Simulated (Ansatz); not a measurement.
# BaIrO3: how the settings move a single-point run

Question: which choices in the input matter for BaIrO3?

Method: reference: DFT, r2SCAN, PAW with Ansatz's default frozen-core files, scalar-relativistic, in Ansatz 0.2.0.

## (1) The structure to begin with

It takes space group Pm-3m (No. 221, cubic). The conventional cell has a = 4.101 Å, b = 4.101 Å, c = 4.101 Å, α = 90.00°, β = 90.00°, γ = 90.00°. Ba (site symmetry m-3m) is surrounded by 12 O at 2.90 Å. Around Ir (site symmetry m-3m) lie 6 O at 2.05 Å. O (site symmetry 4/mmm) is surrounded by 2 Ir at 2.05 Å and 4 Ba at 2.90 Å.

Coordinates:

```cif
data_structure
_symmetry_space_group_name_H-M 'P 1'
_symmetry_Int_Tables_number 1
_cell_length_a 4.1009
_cell_length_b 4.1009
_cell_length_c 4.1009
_cell_angle_alpha 90.000
_cell_angle_beta 90.000
_cell_angle_gamma 90.000
_cell_volume 68.97
loop_
_atom_site_label
_atom_site_type_symbol
_atom_site_fract_x
_atom_site_fract_y
_atom_site_fract_z
_atom_site_occupancy
Ba1 Ba 0.50000 0.50000 0.50000 1
Ir1 Ir 0.00000 0.00000 0.00000 1
O1 O 0.50000 0.00000 0.00000 1
O2 O 0.00000 0.50000 0.00000 1
O3 O 0.00000 0.00000 0.50000 1
```

## (2) The reference run

File input.yaml:

```yaml
crystal:
  lattice:
    - [4.1009, 0.0, 0.0]
    - [0.0, 4.1009, 0.0]
    - [0.0, 0.0, 4.1009]
  atoms:
    - { symbol: Ba, position: [0.5, 0.5, 0.5] }
    - { symbol: Ir, position: [0.0, 0.0, 0.0] }
    - { symbol: O, position: [0.5, 0.0, 0.0] }
    - { symbol: O, position: [0.0, 0.5, 0.0] }
    - { symbol: O, position: [0.0, 0.0, 0.5] }
kpoints:
  mp_grid: { grid: [7, 7, 7] }
  band_path:
    path:
      - [0.0, 0.0, 0.0]
      - [0.0, 0.5, 0.0]
      - [0.5, 0.5, 0.0]
      - [0.0, 0.0, 0.0]
      - [0.5, 0.5, 0.5]
      - [0.0, 0.5, 0.0]
      - [0.5, 0.5, 0.5]
      - [0.5, 0.5, 0.0]
    npoints: 5
scf:
  occupations: { method: fermi_dirac, width: 0.05 }
hamiltonian:
  xc: r2scan
  pseudopotentials: { kind: paw }
output:
  forces: true
  stress: true
  eigenvalues: true
  efg: { contact_densities: true }
  write_density: true
  write_potential: true
  elf: true
  volumetric_format: npy
```

The run is started by

```bash
$ ansatz run input.yaml --threads 2 --pin off --max-ram 5120MiB --backend cpu --events-out ev --progress --plain --runs-dir out
```

## (3) Variant: scf.algorithm density_mixing, xc_grid 3

input.yaml: that of step 2 with these lines changed.

```diff
@@ -26,2 +26,3 @@
   occupations: { method: fermi_dirac, width: 0.05 }
+  algorithm: density_mixing
 hamiltonian:
@@ -38 +39,3 @@
   volumetric_format: npy
+basis:
+  xc_grid: 3
```

**Question.** What will these runs give? Wanted: for each run, ending; energy change; pressure; gap; force.

As calculated:

```
                                       run     ending  energy change  pressure (GPa)  gap (eV)  force (eV/Å)  cycles  time
                                 reference  converged              0            -9.0      0.00          0.00       8  10 s
1: scf.algorithm density_mixing, xc_grid 3  converged   0.0 meV/atom            -9.0      0.00          0.00       8   8 s
```

Residual by cycle in the longest SCF loop of each run; runs are numbered as in the table. The quantity is the density residual dr2, in eV.

```
cycle  reference   run 1
    1      0.069   0.069
    2     0.0239  0.0239
    3     5.0e-4  5.0e-4
    4     1.1e-4  1.1e-4
    5     1.5e-5  1.5e-5
    6     4.1e-6  4.1e-6
    7     2.4e-7  2.4e-7
    8     1.3e-8  1.3e-8
```

**Reading.** Changing the solver and numerical grids leaves the energy as it was (0.0 meV/atom). The reference leaves spin out although Ir can carry a moment, so its state need not be the lowest.
